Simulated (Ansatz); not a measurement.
# CH₆AlBO: basis-set convergence

The task here is to estimate one member of a computed series from the others.

Program: Ansatz 0.2.0, Gaussian basis. Level of theory: one geometry, several basis sets. These are calculated values, not measurements.

Levels to be run: PBE0-D4/def2-SVP; ωB97M-V/def2-SVP; PBE0-D4/def2-QZVPP; ωB97M-V/def2-QZVPP; the functionals' def2-TZVPP values are taken from earlier runs.

## Structure used throughout

An earlier PBE0-D4 in a triple-zeta def2 set relaxation fixed the geometry.

SMILES `B[CH2][AlH][OH]`, 10 atoms, charge 0, spin multiplicity 1.

Atoms are counted from 1 here; the program's logs count them from 0.

Bond lengths: B1–C2 1.509 Å, B1–H5 1.199 Å, B1–H6 1.202 Å, C2–Al3 1.973 Å, C2–H7 1.094 Å, C2–H8 1.095 Å, Al3–O4 1.693 Å, Al3–H9 1.581 Å, O4–H10 0.956 Å. Angles: C2–B1–H5 120.9°, C2–B1–H6 120.5°, H5–B1–H6 118.4°, B1–C2–Al3 102.1°, B1–C2–H7 117.5°, B1–C2–H8 117.1°, Al3–C2–H7 102.4°, Al3–C2–H8 101.1°, H7–C2–H8 113.0°, C2–Al3–O4 116.1°, C2–Al3–H9 123.1°, O4–Al3–H9 120.8°, Al3–O4–H10 123.8°.

Coordinates:

| atom | x (Å) | y (Å) | z (Å) |
| --- | --- | --- | --- |
| B1 | -1.3941 | 0.6839 | -0.5396 |
| C2 | -0.8139 | -0.6691 | -0.2073 |
| Al3 | 0.8859 | -0.1859 | 0.6698 |
| O4 | 2.2181 | 0.0226 | -0.3540 |
| H5 | -1.1500 | 1.2177 | -1.5851 |
| H6 | -2.0310 | 1.2921 | 0.2778 |
| H7 | -0.4785 | -1.2938 | -1.0402 |
| H8 | -1.3051 | -1.2419 | 0.5861 |
| H9 | 1.0492 | -0.0871 | 2.2398 |
| H10 | 3.1023 | 0.2103 | -0.0442 |

Set-up of the first run:

Input file in.yaml:

```yaml
crystal:
  periodic: [false, false, false]
  atoms:
    - {symbol: B, position_ang: [-1.394112, 0.683901, -0.539634]}
    - {symbol: C, position_ang: [-0.813935, -0.669113, -0.207340]}
    - {symbol: Al, position_ang: [0.885941, -0.185914, 0.669850]}
    - {symbol: O, position_ang: [2.218123, 0.022580, -0.354049]}
    - {symbol: H, position_ang: [-1.150022, 1.217716, -1.585115]}
    - {symbol: H, position_ang: [-2.030985, 1.292123, 0.277815]}
    - {symbol: H, position_ang: [-0.478484, -1.293806, -1.040216]}
    - {symbol: H, position_ang: [-1.305069, -1.241905, 0.586087]}
    - {symbol: H, position_ang: [1.049201, -0.087069, 2.239768]}
    - {symbol: H, position_ang: [3.102343, 0.210287, -0.044166]}
basis:
  gaussian: {orbitals: def2-SVP}
hamiltonian: {xc: pbe0, dispersion: d4}
output: {orbitals: {seedname: orbitals}}
```

Launch:

```bash
$ ansatz run in.yaml --threads 2 --pin off --events-out ev --progress --plain --max-ram 4352MiB
```

Among the steps run: PBE0-D4 in def2-SVP; ωB97M-V in def2-SVP; PBE0-D4 in def2-QZVPP; ωB97M-V in def2-QZVPP.

One of the session's tables, all rows but one given; the rest of the session is left out.

It belongs to the step «Functionals by basis». 

| functional | basis | HOMO (eV) | LUMO (eV) |
| --- | --- | --- | --- |
| PBE0-D4 | def2-SVP | -8.18 | -1.42 |
| PBE0-D4 | def2-TZVPP | ? | ? |
| PBE0-D4 | def2-QZVPP | -8.24 | -1.55 |
| ωB97M-V | def2-SVP | -10.33 | 0.46 |
| ωB97M-V | def2-TZVPP | -10.41 | 0.26 |
| ωB97M-V | def2-QZVPP | -10.43 | 0.13 |

Q: Estimate the row for PBE0-D4, def2-TZVPP from the others.

As computed: HOMO (eV): -8.23; LUMO (eV): -1.52. In the column «HOMO (eV)» it lies between PBE0-D4, def2-QZVPP (-8.24) and PBE0-D4, def2-SVP (-8.18).
